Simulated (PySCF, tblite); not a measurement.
# C₇H₁₃NPSi−: infrared bands and NMR shifts

What infrared bands and NMR shifts should C₇H₁₃NPSi− (`C[Si](C)(C)[P-]n1cccc1`) show?

The runs use tblite 0.8.0 and PySCF 2.14.0, with density-fitted response routines of our own; the level of theory stands in each step. All values are computed, except where a source is named. Atoms are numbered from 0 throughout.

## Step 1: The molecule as given

23 atoms, charge -1, multiplicity 1; geometry from: GFN2-xTB.

Bonds of the start (Å): C0–Si1 1.91, Si1–C2 1.93, Si1–C3 1.94, Si1–P4 2.18, P4–N5 1.77, N5–C6 1.36, C6–C7 1.37, C7–C8 1.41, C8–C9 1.37, C9–N5 1.35, C0–H10 1.08, C0–H11 1.08, C0–H12 1.09, C2–H13 1.09, C2–H14 1.09, C2–H15 1.09, C3–H16 1.09, C3–H17 1.09, C3–H18 1.09, C6–H19 1.07, C7–H20 1.08, C8–H21 1.08, C9–H22 1.07.

## Step 2: Harmonic vibrations with GFN2-xTB

What the job is given:

```
{"job": {"kind": "ir", "xc": "GFN2-xTB", "basis": "xTB"}, "charge": -1, "multiplicity": 1}
C     -3.014523     0.552539    -1.070770
Si    -1.258491     0.064418    -0.486578
C     -1.219543     0.378529     1.415794
C     -1.265575    -1.871815    -0.561778
P      0.257046     1.127853    -1.636960
N      1.596112     0.690883    -0.570968
C      2.229526    -0.506346    -0.527389
C      3.227648    -0.456164     0.409970
C      3.205067     0.841939     0.954883
C      2.190561     1.514361     0.325365
H     -3.213270     1.600946    -0.878217
H     -3.116744     0.389737    -2.138064
H     -3.776726    -0.034174    -0.567053
H     -1.947711    -0.220101     1.958555
H     -1.405707     1.424460     1.642883
H     -0.232769     0.134965     1.799734
H     -0.360791    -2.267474    -0.107698
H     -1.294808    -2.222774    -1.590350
H     -2.116527    -2.303995    -0.038936
H      1.915353    -1.309205    -1.167100
H      3.897117    -1.255861     0.677958
H      3.858666     1.232306     1.716114
H      1.841337     2.521956     0.450685
```

**Question.** This job is followed by: GIAO PBE0/pcSseg-1 NMR shielding, non-relativistic, gas phase. Predict these results of the whole session: strongest single infrared mode (GFN2-xTB); zero-point energy (GFN2-xTB); ¹³C shifts against TMS (PBE0/pcSseg-1, means over atoms taken as alike); ¹H shifts against TMS (PBE0/pcSseg-1, means over atoms taken as alike); ²⁹Si shifts against TMS (PBE0/pcSseg-1); ³¹P shifts against H3PO4 (PBE0/pcSseg-1); ¹⁵N shifts against NH3 (PBE0/pcSseg-1).

As calculated:

| quantity | value |
| --- | --- |
| strongest single infrared mode (GFN2-xTB) | 846 cm⁻¹, 392 km/mol |
| zero-point energy (GFN2-xTB) | 114.3 kcal/mol |
| ¹³C shifts against TMS (PBE0/pcSseg-1, means over atoms taken as alike) | 136.5, 107.1, 3.7 ppm |
| ¹H shifts against TMS (PBE0/pcSseg-1, means over atoms taken as alike) | 6.71, 5.72, -0.41 ppm |
| ²⁹Si shifts against TMS (PBE0/pcSseg-1) | -4.9 ppm |
| ³¹P shifts against H3PO4 (PBE0/pcSseg-1) | -12.5 ppm |
| ¹⁵N shifts against NH3 (PBE0/pcSseg-1) | 186.0 ppm |

The lowest mode is slightly imaginary (6i cm⁻¹), a soft motion within the noise of the Hessian, so the minimum is not strictly shown. GFN2-xTB is a fitted tight-binding method: band positions and strengths are rough. Its intensities can rank the bands wrongly. At PBE0/pcSseg-1: The largest span, 799 ppm, is at P4, where the paramagnetic term is -638 ppm. NICS(1)zz of -30 ppm above the planar ring from N5 marks a diatropic (aromatic) ring current.
